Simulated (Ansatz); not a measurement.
# CH4F2Si: the cost of one run

Program: Ansatz 0.2.0. Level of theory: RKS PBE-D4/def2-SVP. These are calculated values, not measurements.

### 1 The structure to begin with

Bond lengths: Si1–H2 1.660 Å, Si1–C3 2.070 Å, C3–H4 1.110 Å, C3–H5 1.110 Å, C3–H6 1.110 Å, Si1–F7 1.589 Å, Si1–F8 1.589 Å. Angles: H2–Si1–C3 46.7°, H2–Si1–F7 121.2°, H2–Si1–F8 121.2°, C3–Si1–F7 122.7°, C3–Si1–F8 122.7°, F7–Si1–F8 109.5°, Si1–C3–H4 105.9°, Si1–C3–H5 79.7°, Si1–C3–H6 137.3°, H4–C3–H5 109.4°, H4–C3–H6 109.4°, H5–C3–H6 109.4°.

Coordinates:

```xyz
8

Si    0.0000    0.0000    0.0000
H     0.7956    0.0000    1.4569
C     2.0030    0.0000    0.5226
H     2.3507   -1.0463    0.3944
H     2.0515    0.5276   -0.4528
H     2.6550    0.5187    1.2561
F    -0.7489    1.2974   -0.5295
F    -0.7489   -1.2974   -0.5295
```

### 2 Pulling towards end A

Springs on the bonds that form and break draw the guess towards this end; the thresholds are loose.

input.yaml reads:

```yaml
crystal:
  periodic: [false, false, false]
  atoms:
    - { symbol: Si, position_ang: [0.0, 0.0, 0.0] }
    - { symbol: H, position_ang: [0.7956, 0.0, 1.4569] }
    - { symbol: C, position_ang: [2.003, 0.0, 0.5226] }
    - { symbol: H, position_ang: [2.3507, -1.0463, 0.3944] }
    - { symbol: H, position_ang: [2.0515, 0.5276, -0.4528] }
    - { symbol: H, position_ang: [2.655, 0.5187, 1.2561] }
    - { symbol: F, position_ang: [-0.7489, 1.2974, -0.5295] }
    - { symbol: F, position_ang: [-0.7489, -1.2974, -0.5295] }
basis:
  gaussian: { orbitals: def2-SVP }
hamiltonian:
  xc: pbe
  dispersion: d4
relax:
  f_tol: 0.15
  max_steps: 25
  restrain:
    - { distance: [1, 2], at: 2.31, k: 30.0 }
    - { distance: [0, 1], at: 1.46, k: 30.0 }
    - { distance: [0, 2], at: 1.87, k: 30.0 }
output:
  orbitals: {}
```

Run with:

```bash
$ ansatz run input.yaml --threads 1 --pin off --max-ram 2048MiB --backend cpu --events-out ev --progress --plain --runs-dir out
```

**Question.** How long does this run take on 1 thread of Arm Neoverse V2, shared host, and how much memory does it need?

About 17 s, with a peak of 0.14 GiB.
